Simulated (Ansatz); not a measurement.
# C₃H₄Ga radical: a ladder of functionals and wavefunction methods

Aim: compute C₃H₄Ga radical with functionals from several rungs and with coupled cluster. The yardstick is the atomisation energy at the CCSD(T) limit.

The runs use Ansatz 0.2.0, Gaussian basis; functionals in def2-TZVPP, the program's frozen cores in correlated methods.

Levels to be run: LDA (SPW92), PBE-D4, revPBE-D4, BLYP-D4, r2SCAN-D4, B97M-V, PBE0-D4, B3LYP-D4, r2SCANh-D4, r2SCAN0-D4, HSE06-D4, BHLYP-D4, CAM-B3LYP-D4, LC-ωPBE, ωB97X-V, ωB97M-V, B2PLYP, PBE-QIDH; CCSD(T)/def2-SVP; CCSD(T)/def2-TZVPP; MP2/def2-QZVPP; extrapolation to the limit; RPA on PBE.

## (1) The geometry

An earlier PBE0-D4 in a triple-zeta def2 set relaxation fixed the geometry.

SMILES `C#[C][Ga][CH3]`, 8 atoms, charge 0, spin multiplicity 2.

Atoms are counted from 1 here; the program's logs count them from 0.

Bond lengths: C1–C2 1.212 Å, C1–H5 1.067 Å, C2–Ga3 1.937 Å, Ga3–C4 1.985 Å, C4–H6 1.093 Å, C4–H7 1.093 Å, C4–H8 1.088 Å. Angles: C2–C1–H5 179.2°, C1–C2–Ga3 173.6°, C2–Ga3–C4 118.5°, Ga3–C4–H6 108.1°, Ga3–C4–H7 108.0°, Ga3–C4–H8 112.8°, H6–C4–H7 108.4°, H6–C4–H8 109.7°, H7–C4–H8 109.7°.

Geometry (Å):

```xyz
8
charge 0, multiplicity 2
C     2.36758   -1.00167    0.96719
C     1.34408   -0.85606    0.33422
Ga   -0.24234   -0.80996   -0.77686
C    -1.49892    0.71280   -0.57079
H     3.26534   -1.11701    1.53135
H    -1.83304    0.73850    0.46988
H    -0.95025    1.63530   -0.77906
H    -2.36026    0.64101   -1.23172
```

## (2) LDA

This LDA is Slater exchange with PW92 correlation.

Input file in.yaml:

```yaml
crystal:
  periodic: [false, false, false]
  atoms:
    - {symbol: C, position_ang: [2.367583, -1.001668, 0.967187]}
    - {symbol: C, position_ang: [1.344078, -0.856061, 0.334216]}
    - {symbol: Ga, position_ang: [-0.242337, -0.809960, -0.776862]}
    - {symbol: C, position_ang: [-1.498918, 0.712798, -0.570788]}
    - {symbol: H, position_ang: [3.265339, -1.117012, 1.531352]}
    - {symbol: H, position_ang: [-1.833036, 0.738503, 0.469884]}
    - {symbol: H, position_ang: [-0.950246, 1.635296, -0.779063]}
    - {symbol: H, position_ang: [-2.360263, 0.641005, -1.231724]}
basis:
  gaussian: {orbitals: def2-TZVPP}
magnetization: {spin_polarized: true, initial_magnetization: 1}
hamiltonian: {xc: lda}
output: {orbitals: {seedname: orbitals}}
```

Command:

```
ansatz run in.yaml --threads 2 --pin off --events-out ev --progress --plain --max-ram 32768MiB --backend cpu
```

After this run come: PBE-D4 (GGA); revPBE-D4 (GGA); BLYP-D4 (GGA); r2SCAN-D4 (meta-GGA); B97M-V (meta-GGA); PBE0-D4 (hybrid); B3LYP-D4 (hybrid); r2SCANh-D4 (hybrid); r2SCAN0-D4 (hybrid); HSE06-D4 (hybrid); BHLYP-D4 (hybrid); CAM-B3LYP-D4 (range-separated); LC-ωPBE (range-separated); ωB97X-V (range-separated); ωB97M-V (range-separated); B2PLYP (double hybrid); PBE-QIDH (double hybrid); CCSD(T) in def2-SVP; CCSD(T) in def2-TZVPP; MP2 in def2-QZVPP; RPA on PBE orbitals.

Before running them: what should the planned runs give, taken together? Wanted: atomisation energy, CCSD(T)/CBS; farthest beyond LDA; mean size of error, GGA; mean size of error, meta-GGA; mean size of error, hybrid; mean size of error, range-separated; mean size of error, double hybrid; gap, smallest and largest; T1 diagnostic.

The runs gave:

```
                               quantity                                                                                                                                                  value
        atomisation energy, CCSD(T)/CBS                                                                                                                                          2998.2 kJ/mol
 functionals within 30.0 kJ/mol (1.0 %)  revPBE-D4, BLYP-D4, r2SCAN-D4, B97M-V, PBE0-D4, B3LYP-D4, r2SCANh-D4, r2SCAN0-D4, HSE06-D4, CAM-B3LYP-D4, LC-ωPBE, ωB97X-V, ωB97M-V, B2PLYP, PBE-QIDH
                    farthest beyond LDA                                                                                                                                BHLYP-D4 (-93.4 kJ/mol)
                mean size of error, GGA                                                                                                                                            30.0 kJ/mol
           mean size of error, meta-GGA                                                                                                                                            14.2 kJ/mol
             mean size of error, hybrid                                                                                                                                            30.0 kJ/mol
    mean size of error, range-separated                                                                                                                                             4.1 kJ/mol
      mean size of error, double hybrid                                                                                                                                            14.3 kJ/mol
              gap, smallest and largest                                                                                                               0.90 eV (LDA (SPW92)), 7.93 eV (LC-ωPBE)
                          T1 diagnostic                                                                                                                                                 0.0150
triples share of the correlation energy                                                                                                                                                  4.6 %
```

In words: The LDA atomisation energy is off by 431.6 kJ/mol (14 %): it overbinds. PBE-D4 misses by +81.9 kJ/mol. Double hybrids carry the basis error of their MP2 part in triple zeta, and no dispersion term here, so their miss is partly the set-up's. The rungs range-separated, meta-GGA, double hybrid miss on average by less than the doubt on the reference (30.0 kJ/mol), so they tie. The reference freezes the cores and leaves out relativity and excitations past (T), and its outer-core shells are covered unevenly, so misses under about 30.0 kJ/mol can't be ranked. Hartree-Fock recovers 74 % of the binding; the rest is correlation. CCSD(T) in def2-SVP is off by -129.0 kJ/mol, which most functionals beat. The gap grows from 0.9 to 7.9 eV across the functionals, mostly with the share of exact exchange. Correlated methods include outer-core shells of Ga, which these sets cover unevenly.
